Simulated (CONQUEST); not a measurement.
# Al3GaN4 under changes of volume

One of the cells (10.658 Å³/atom); the others are scaled copies at fixed shape and fractional positions:

```
CELL_PARAMETERS angstrom
4.40144 0.00000 0.00000
0.00000 4.40144 0.00000
0.00000 0.00000 4.40144
ATOMIC_POSITIONS crystal
Ga 0.00000 0.00000 0.00000
Al 0.50000 0.50000 0.00000
Al 0.50000 0.00000 0.50000
Al 0.00000 0.50000 0.50000
N 0.25584 0.25584 0.74416
N 0.74416 0.74416 0.74416
N 0.74416 0.25584 0.25584
N 0.25584 0.74416 0.25584
```

The cell comes from a database or a generator and needn't be the stable form of this composition.

| Property | Result |
| --- | --- |
| Program | CONQUEST 1.3 |
| Functional | PBEsol |
| Potentials or basis | PseudoDojo NC PBEsol, DZP, grid of 48 × 48 × 48 points |
| k mesh | 6 × 6 × 6 |
| Occupations | fermi-dirac, width 0.05 eV |
| Spin | no spin polarisation |

```tsv
volume (Å³/atom)	energy over the lowest point (meV/atom)	pressure (GPa)	gap on the mesh (eV)	largest force (eV/Å)
10.019	44.44	18.4	3.34	0.008
10.232	23.90	12.8	3.33	0.008
10.445	9.89	8.0	3.31	0.001
10.658	2.13	3.7	3.30	0.021
10.872	0.00	-0.5	3.29	0.023
11.085	2.71	-3.7	3.27	0.025
11.298	?	?	?	?
```

Question: What does the run at 11.298 Å³/atom give?

Answer: Energy over the lowest point 10.05 meV/atom; pressure -7.1 GPa; gap on the mesh 3.14 eV; largest force 0.035 eV/Å.

Worked out: A Birch-Murnaghan fit of order 3 (a polynomial in V^(-2/3)) to the other rows has its minimum at 10.86 Å³/atom with B0 = V·E''(V) = 194 GPa and B' = 4.0 at fixed shape and positions, which overstates the stiffness. It gives 10.09 meV/atom at 11.298 Å³/atom, against the run's 10.05, and -dE/dV = -7.1 GPa, against -7.1. A straight line through the other rows of the gap, of slope -0.678 eV per unit of ln V (its deformation potential), extrapolates to 3.26 eV, against the run's 3.14.

Energies are extrapolated to zero smearing.

Caveats: the basis of atomic orbitals isn't converged, which shifts pressures, moduli and gaps.

A mesh can miss the band edges. Spin-orbit coupling on Ga is left out.
